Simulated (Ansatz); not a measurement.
A nudged elastic band was laid between two geometries of a periodic cell of 33 atoms, LiAl32 (host Al, host structure fcc, interstitial Li).

These are results of DFT PBE-D3(BJ), scalar-relativistic, plane waves, PAW in Ansatz, not measurements. Settings: cutoff 420 eV, k mesh 2x2x2, gaussian smearing 0.15 eV, no spin polarisation.

```yaml
movable_images: 3
climbing_image: yes
spring: 5.0 eV/Å²
optimiser: quadratic models (default)
start_path: default
force_threshold: 0.05 eV/Å
iteration_limit: 8
end_points: relaxed
```

Initial state:

```xyz
33
Lattice="8.1000 0.0000 0.0000 0.0000 8.1000 0.0000 0.0000 0.0000 8.1000" Properties=species:S:1:pos:R:3
Al 4.427 -0.006 -0.001
Al 6.079 2.132 0.000
Al 6.079 -0.001 2.132
Al -0.355 -0.006 -0.001
Al 2.022 2.413 -0.001
Al 4.157 4.058 0.000
Al 6.079 5.969 0.000
Al 2.022 -0.006 2.394
Al 4.041 2.017 2.016
Al 6.075 4.049 2.061
Al 4.157 -0.001 4.051
Al 6.075 2.060 4.050
Al 6.079 0.000 5.969
Al -0.106 4.058 0.000
Al 2.022 5.730 -0.001
Al 0.007 2.021 2.019
Al 2.025 4.058 2.132
Al 4.048 6.080 2.022
Al -0.106 0.000 4.051
Al 2.025 2.132 4.051
Al 4.086 4.049 4.050
Al 6.075 6.037 4.050
Al 2.022 -0.006 5.712
Al 4.042 2.018 6.084
Al 6.075 4.049 6.038
Al 0.001 6.077 2.025
Al -0.037 4.049 4.050
Al 2.025 5.969 4.051
Al 0.006 2.022 6.081
Al 2.025 4.058 5.968
Al 4.049 6.079 6.077
Al 0.000 6.076 6.074
Li 2.040 0.029 0.005
```

Final state:

```xyz
33
Lattice="8.1000 0.0000 0.0000 0.0000 8.1000 0.0000 0.0000 0.0000 8.1000" Properties=species:S:1:pos:R:3
Al 4.048 -0.378 -0.003
Al 6.447 2.028 -0.003
Al 6.067 0.007 2.017
Al 0.002 -0.106 0.000
Al 1.664 2.028 -0.003
Al 4.048 4.406 -0.003
Al 6.181 6.071 0.000
Al 2.032 0.006 2.019
Al 4.048 2.028 2.401
Al 6.070 4.044 2.021
Al 4.050 -0.106 4.054
Al 6.181 2.025 4.054
Al 6.070 0.004 6.081
Al 0.002 4.156 0.000
Al 1.919 6.071 0.000
Al 0.002 2.025 2.131
Al 2.029 4.046 2.022
Al 4.050 6.071 2.131
Al 0.000 -0.036 4.050
Al 1.919 2.025 4.054
Al 4.050 4.156 4.054
Al 6.111 6.075 4.050
Al 2.029 0.003 6.080
Al 4.048 2.028 5.718
Al 6.073 4.047 6.078
Al 0.000 6.075 2.061
Al 0.000 4.087 4.050
Al 1.989 6.075 4.050
Al 0.002 2.025 5.969
Al 2.026 4.048 6.077
Al 4.050 6.071 5.969
Al 0.000 6.075 6.038
Li 4.057 2.010 0.013
```

Problem. Which bonds break or form, and what moves?

Solution. Contacts lost: Al1–Al2, Al2–Al6, Al4–Li33, Al5–Al6, Al8–Li33, Al15–Li33, Al23–Li33. Contacts made: Al1–Al15, Al2–Li33, Al4–Al5, Al4–Al15, Al6–Li33, Al9–Li33, Al24–Li33. The atom that moves furthest is Li33, by 2.83 Å.

Problem. Give the energies along the band, and the barrier.

Solution. It converged. The highest image is number 2 of 0 to 4, 0.61 eV above the ends, which have the same energy within 2 meV. The order of the stationary point at the top wasn't checked. Limits of this set-up: coarse k mesh.

```
image  path coordinate (Å)  energy (eV)  Al1–Al2 (Å)  Al2–Al6 (Å)  Al4–Li33 (Å)
    0                 0.00         0.00         2.70         2.72          2.40
    1                 0.98         0.15         2.72         2.84          2.56
    2                 1.96         0.61         2.86         2.82          3.12
    3                 2.95         0.14         3.18         2.90          3.95
    4                 3.95         0.00         3.40         3.38          4.57
```

Problem. What is the geometry of the highest image?

Solution. 
```xyz
33
Lattice="8.1000 0.0000 0.0000 0.0000 8.1000 0.0000 0.0000 0.0000 8.1000" Properties=species:S:1:pos:R:3:forces:R:3
Al 4.550 -0.492 -0.004 0.00 -0.01 0.00
Al 5.998 1.977 0.001 0.01 -0.01 0.00
Al 6.165 -0.033 2.098 0.00 -0.01 0.01
Al 0.073 0.048 0.001 0.00 0.01 0.00
Al 1.529 2.519 -0.004 0.00 0.00 0.00
Al 4.000 3.972 0.001 -0.01 0.01 0.00
Al 6.234 5.914 0.001 -0.05 0.04 0.00
Al 2.031 0.006 2.130 0.00 0.00 0.01
Al 4.047 2.022 2.133 0.00 0.00 0.01
Al 6.049 4.024 2.054 0.00 0.00 0.03
Al 4.111 -0.060 4.051 0.01 -0.01 0.00
Al 6.058 2.017 4.051 0.00 0.01 0.00
Al 6.167 -0.034 6.001 -0.01 -0.01 -0.02
Al -0.159 4.210 0.001 0.05 -0.04 0.00
Al 2.075 6.150 0.001 0.01 0.00 0.00
Al -0.089 2.059 2.097 0.01 0.01 0.01
Al 1.992 4.139 2.096 -0.01 0.00 0.01
Al 4.084 5.987 2.095 0.01 0.00 0.01
Al 0.020 0.009 4.051 0.00 -0.01 0.00
Al 1.965 2.087 4.051 -0.01 0.01 0.00
Al 4.042 4.034 4.051 0.01 0.00 0.00
Al 6.117 6.034 4.050 0.00 0.00 0.00
Al 2.032 0.008 5.976 0.00 0.00 -0.01
Al 4.046 2.020 5.973 0.00 0.00 -0.01
Al 6.049 4.024 6.047 0.00 0.00 -0.03
Al 0.028 6.102 2.054 0.00 0.00 0.03
Al -0.041 4.091 4.050 0.00 0.00 0.00
Al 2.034 6.094 4.051 -0.01 0.00 0.00
Al -0.091 2.059 6.002 0.01 0.01 -0.01
Al 1.992 4.141 6.003 -0.01 -0.01 -0.02
Al 4.084 5.985 6.004 0.01 0.01 -0.01
Al 0.027 6.102 6.047 0.00 0.00 -0.03
Li 3.043 1.016 0.007 0.00 0.01 0.00
```

Time of the run: 4 min on 2 threads of Arm Neoverse V1, with other jobs on the host, peak memory 1.6 GiB.
